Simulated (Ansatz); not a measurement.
# AlNi (rocksalt type): the cost of one run

Method: DFT PBEsol, with the methods named in each step, in Ansatz 0.2.0.

### Step 1. Starting point

Symmetry: Fm-3m, No. 225, cubic system. The conventional cell has a = 4.849 Å, b = 4.849 Å, c = 4.849 Å, α = 90.00°, β = 90.00°, γ = 90.00°. Around Ni (site symmetry m-3m) lie 6 Al at 2.42 Å. Al (site symmetry m-3m) has 6 Ni at 2.42 Å as nearest neighbours.

As a file:

```cif
data_structure
_symmetry_space_group_name_H-M 'Fm-3m'
_symmetry_Int_Tables_number 225
_cell_length_a 4.8489
_cell_length_b 4.8489
_cell_length_c 4.8489
_cell_angle_alpha 90.000
_cell_angle_beta 90.000
_cell_angle_gamma 90.000
_cell_volume 114.01
loop_
_atom_site_label
_atom_site_type_symbol
_atom_site_symmetry_multiplicity
_atom_site_Wyckoff_symbol
_atom_site_fract_x
_atom_site_fract_y
_atom_site_fract_z
_atom_site_occupancy
Ni1 Ni 4 a 0.00000 0.00000 0.00000 1
Al1 Al 4 b 0.50000 0.00000 0.00000 1
```

The file gives the conventional cell by its symmetry; the runs use the cell typed in the input.

Whether this phase is the stable one at these pressures isn't tested.

Atoms are numbered in the order of the input: Ni1, Al2.

### Step 2. Cell relaxed at zero pressure, PAW

input.yaml

```yaml
crystal:
  lattice:
    - [0.0, 2.4244436911, 2.4244436911]
    - [2.4244436911, 0.0, 2.4244436911]
    - [2.4244436911, 2.4244436911, 0.0]
  atoms:
    - { symbol: Ni, position: [0.0, 0.0, 0.0] }
    - { symbol: Al, position: [0.5, 0.5, 0.5] }
kpoints:
  mp_grid: { grid: [14, 14, 14] }
scf:
  occupations: { method: fermi_dirac, width: 0.08 }
hamiltonian:
  xc: pbesol
  pseudopotentials: { kind: paw }
output:
  forces: true
  stress: true
  write_density: true
  write_potential: true
  elf: true
  volumetric_format: npy
relax:
  f_tol: 0.005
  max_steps: 40
  cell: {}
```

Launch:

```
$ ansatz run input.yaml --threads 1 --pin off --max-ram 2048MiB --backend cpu --events-out ev --progress --plain --runs-dir out
```

**Question.** How long does this run take on 1 thread of AMD EPYC 9R45 (Zen 5), shared host, and how much memory does it need?

About 4.8 s, with a peak of 0.38 GiB.
